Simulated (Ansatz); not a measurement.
# SiF₃ (quartet): wave-function methods side by side, cc-pVDZ

An exercise on one series of results from a longer session: the logs are not shown, and one member is left open.

Computed with Ansatz 0.2.0, Gaussian basis. Level: cc-pVDZ, core rule «outside noble gas», up to 8 orbitals frozen.

The runs, in order: UHF; CCSD(T) on ROHF; CCSD(T) on UHF; BCCD(T) on ROHF; CCSDT(Q) on ROHF; CCSDT(Q) on UHF; CASSCF and MRCISD+Q, 19 electrons in 13 orbitals; CASSCF and NEVPT2, 19 electrons in 13 orbitals.

10 further runs of the same task are left out: 5 for a known fault of the program, 1 that didn't finish, 4 set aside as unsound or not needed.

### The geometry

The geometry is a PBE0/def2-TZVP stationary point (not a proven minimum) of the parent state, kept for this charge and spin.

4 atoms, charge 0, spin multiplicity 4.

Atoms are counted from 1 here; the program's logs count them from 0.

Bond lengths: Si1–F2 1.581 Å, Si1–F3 1.581 Å, Si1–F4 1.581 Å. Angles: F2–Si1–F3 107.9°, F2–Si1–F4 107.9°, F3–Si1–F4 107.9°.

The first run:

Contents of in.yaml:

```yaml
crystal:
  periodic: [false, false, false]
  atoms:
    - {symbol: Si, position_ang: [0.001118, -0.000463, -0.379139]}
    - {symbol: F, position_ang: [1.475722, 0.012276, 0.191165]}
    - {symbol: F, position_ang: [-0.749117, 1.272698, 0.183069]}
    - {symbol: F, position_ang: [-0.728258, -1.284291, 0.186250]}
basis:
  gaussian: {orbitals: cc-pVDZ}
magnetization: {spin_polarized: true, initial_magnetization: 3}
hamiltonian: {xc: hf}
output: {orbitals: {seedname: orbitals}}
```

On the command line:

```sh
$ ansatz run in.yaml --threads 1 --pin off --events-out ev --progress --plain --max-ram 4096MiB --backend cpu
```

Steps of the session up to this table: UHF; CCSD(T) on ROHF; CCSD(T) on UHF; BCCD(T) on ROHF; CCSDT(Q) on ROHF; CCSDT(Q) on UHF; CASSCF and MRCISD+Q, 19 electrons in 13 orbitals; CASSCF and NEVPT2, 19 electrons in 13 orbitals.

One table of the session follows, with a row left open; its other results are not shown here.

```
          method  from RCCSDT(Q) (meV)
            RMP2                +335.4
            UMP2                +719.2
           RCCSD                +722.1
           UCCSD                     ?
        RCCSD(T)                +157.0
        UCCSD(T)                +164.8
         BCCD(T)                +164.6
          RCCSDT                +114.6
          UCCSDT                +108.6
       RCCSDT(Q)                     0
       UCCSDT(Q)                  -3.4
  CASSCF valence              +16060.4
  NEVPT2 valence               +2194.0
  MRCISD valence               +2114.9
MRCISD+Q valence                +754.2
```

**Question.** Estimate the row for UCCSD.

**Answer.** from RCCSDT(Q) (meV): +689.6. In the column «from RCCSDT(Q) (meV)» it lies between RMP2 (+335.4) and UMP2 (+719.2).

Left out of the table: ROHF, UHF (another determinant or state than the rows shown).

Caveats from the session: The report flags that the cluster equations may have other roots. The program flags RCCSD(T), UCCSD(T), BCCD(T), RCCSDT(Q), UCCSDT(Q) as in doubt, so the zero of the table is itself unsure. Warnings: coupled cluster took another determinant than the lowest. Restricted and unrestricted rows rest on different reference determinants; where their highest levels disagree by more than a few hundredths of an eV, they describe different states and don't form one ladder.
